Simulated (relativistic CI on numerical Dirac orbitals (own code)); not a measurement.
# Sn¹⁷⁺: how the levels respond to the fine-structure constant and the nuclear radius

Aim: the factor q = dE/dx of each excitation energy, x = (α/α0)² − 1, by finite differences, and the field-shift factor by the mean square nuclear radius, for the lowest 30 levels.

Program: relativistic CI on numerical Dirac orbitals (own code) version 4. Level of theory: Dirac-Coulomb-Breit CI, KLI orbitals optimised for each configuration, derivatives by finite differences. These are calculated values, not measurements, unless marked.

**1. The system**

- ion: Sn¹⁷⁺ (Sn XVIII)
- nuclear charge: 50
- electrons: 33
- isotope: A = 120
- first configuration: [Ar] 3d10 4s2 4p3

Outer shells as boxes (Hund's rule):

[Ar] 3d10 4s2 4p3
```
[Ar] core
3d [↑↓][↑↓][↑↓][↑↓][↑↓]
4s [↑↓]
4p [↑ ][↑ ][↑ ]
```

**2. The run**

Input settings:

```ini
atom Sn  Z=50  charge=17  electrons=33
nucleus A=120  rms_radius_fm=4.6519
hamiltonian dirac-coulomb  breit=on  qed=off  c_scale=1
orbitals kli  potential=per-configuration
slater_scale 1
correlation none
mixing on
configurations
  [Ar] 3d10 4s2 4p3
  [Ar] 3d10 4s 4p4
  [Ar] 3d10 4p5
  [Ar] 3d10 4s2 4p2 4d
  [Ar] 3d10 4s 4p3 4d
  [Ar] 3d10 4s2 4p2 4f
  [Ar] 3d10 4s2 4p 4d2
  [Ar] 3d10 4s2 4d3
  [Ar] 3d10 4s 4p 4d3
  [Ar] 3d10 4s2 4d2 4f
end
derivatives alpha2 +-0.01 radius +-1%
```

Run with:

```sh
$ python run_levels.py task.json out
```

task.json lists these runs, among others, and the program works through them in turn.

Before running it: what results should come out? Wanted: lowest level; largest q in size, lowest 30 levels; largest K in size within the lowest configuration; largest field-shift factor among them.

**Answer**, as computed:

```
                                         quantity                                       value
                                     lowest level                          4p3 [4p3/2] J=3/2°
              largest q in size, lowest 30 levels  183000 cm⁻¹ (4p2 4d [4p3/2^2 4d5/2] J=7/2)
largest K in size within the lowest configuration           2.16 (4p3 [4p1/2 4p3/2^2] J=3/2°)
            largest field-shift factor among them                 -106 GHz/fm² (4s 4p4 4P1/2)
```

**Reading.** Among these levels the largest q belongs to 4p2 4d [4p3/2^2 4d5/2] J=7/2, a change of configuration. K = 2q/E, the relative sensitivity of a level, hangs on the computed energy: between configurations that lie close it can be off by a factor of several.
